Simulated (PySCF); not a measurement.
# C₂H₉FSSi₂: electronic excitations

Wanted: the electronic excitations of C₂H₉FSSi₂ (`C[SiH2][C@H](F)[SiH2]S`), by calculation.

Programs: PySCF 2.14.0, with density-fitted response routines of our own. Each step states its level of theory. These are calculated values for one molecule in the gas phase, unless marked as measured. Atoms count from 0, in the outputs and in this text.

## 1. Starting geometry

15 atoms, charge 0, multiplicity 1; geometry from: GFN2-xTB.

Bonds of the start (Å): C0–Si1 1.89, Si1–C2 1.93, C2–F3 1.40, C2–Si4 1.91, Si4–S5 2.15, C0–H6 1.09, C0–H7 1.09, C0–H8 1.09, Si1–H9 1.47, Si1–H10 1.47, C2–H11 1.10, Si4–H12 1.45, Si4–H13 1.46, S5–H14 1.32.

## 2. Excited states and response: wB97X-D/def2-SVPD

What the job is given:

```
{"job": {"kind": "uv", "xc": "wB97X-D", "basis": "def2-SVPD", "nstates": 8, "ntriplets": 3}, "charge": 0, "multiplicity": 1}
C      1.884079     0.664874    -0.537266
Si     1.196450    -0.936778     0.202083
C     -0.552249    -0.572873     0.939135
F     -0.938875    -1.714723     1.656796
Si    -1.984436    -0.179663    -0.267346
S     -1.638244     1.751485    -1.155163
H      2.859665     0.492252    -0.980723
H      2.001047     1.440570     0.215247
H      1.234480     1.058560    -1.314045
H      2.023226    -1.418692     1.311992
H      1.030899    -1.983075    -0.811005
H     -0.476247     0.213536     1.700784
H     -1.999363    -1.085711    -1.403986
H     -3.251930    -0.132975     0.454713
H     -1.392917     2.411202    -0.033129
```

Method: TDDFT wB97X-D/def2-SVPD, vertical, gas phase, core orbitals frozen in the response.

Command:

```
$ OMP_NUM_THREADS=1 python probes_run.py task.json out
```

This one command runs all jobs of the session in turn.

Predict these results of the whole session: lowest singlet (wB97X-D/def2-SVPD); brightest single state of those computed; lowest triplet; surface potential, 1st and 99th percentile.

As calculated:

| quantity | value |
| --- | --- |
| lowest singlet (wB97X-D/def2-SVPD) | 6.15 eV (202 nm), f = 0.016 |
| brightest single state of those computed | state 3, 6.94 eV, f = 0.058 |
| lowest triplet | 5.82 eV |
| surface potential, 1st and 99th percentile | -0.93 V and 1.47 V |

In words: The first singlet state (HOMO→LUMO 0.86) lies at 6.15 eV and is weak; of the 8 states computed, the strongest absorption comes from state 3 at 6.94 eV. The lowest triplet lies 0.33 eV below the lowest singlet (triplets in Tamm-Dancoff, singlets in full TDDFT).
